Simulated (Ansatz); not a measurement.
# ZrC: a relaxation

Wanted: a converged relaxation for ZrC, and a check of what comes out. The structure is shown as the input types it.

The COD entry's cell or inner coordinates are ideal or old and differ from later refinements, so a difference from it is no clean test against experiment.

Program: Ansatz 0.2.0. Level of theory: Kohn-Sham DFT, with the functional, basis and potentials that each input names (as first typed). These are calculated values, not measurements.

1 further run of the same task is left out (for a known fault of the program).

## 1. The structure to begin with

Symmetry: Fm-3m, No. 225, cubic system. Conventional cell: a = 4.633 Å, b = 4.633 Å, c = 4.633 Å, α = 90.00°, β = 90.00°, γ = 90.00°. Zr (site symmetry m-3m) has 6 C at 2.32 Å as nearest neighbours. C (site symmetry m-3m) is surrounded by 6 Zr at 2.32 Å.

Structure file:

```
CELL_PARAMETERS angstrom
0.00000 2.31672 2.31672
2.31672 0.00000 2.31672
2.31672 2.31672 0.00000
ATOMIC_POSITIONS crystal
Zr 0.50000 0.50000 0.50000
C 0.00000 0.00000 0.00000
```

## 2. Input and run

input.yaml

```yaml
crystal:
  lattice:
    - [0.0, 2.3167211471, 2.3167211471]
    - [2.3167211471, 0.0, 2.3167211471]
    - [2.3167211471, 2.3167211471, 0.0]
  atoms:
    - { symbol: Zr, position: [0.5, 0.5, 0.5] }
    - { symbol: C, position: [0.0, 0.0, 0.0] }
kpoints:
  mp_grid: { grid: [12, 12, 12] }
scf:
  occupations: { method: fermi_dirac, width: 0.05 }
  max_iter: 50
hamiltonian:
  xc: pbesol
  pseudopotentials: { kind: all_electron, lapw: { basis_error: 0.001 } }
  hubbard: { sites: [{ species: C, l: f, u_eff: 4.0 }] }
output:
  forces: true
  stress: true
relax:
  f_tol: 0.005
  max_steps: 80
  cell: {}
```

Started as:

```
ansatz run input.yaml --threads 1 --pin off --max-ram 2048MiB --backend cpu --events-out ev --progress --plain --runs-dir out
```

Q: Will this input give a usable result? If not, why, and what should change?

The program refused the input before any cycle. Its message: «invalid value for `hamiltonian.pseudopotentials.projection_atoms`: `1s2 2s2 2p2 4f0` of C: PBE doesn't bind the shell 4f of the free atom, whose level lies at +1.13 eV. Type another configuration»

Look at the input: hamiltonian.hubbard.sites is [{species: C, l: f, u_eff: 4.0}]. U was placed on a shell that is absent, full or empty, where it has nothing to correct.

Remedy: delete hamiltonian.hubbard.sites.
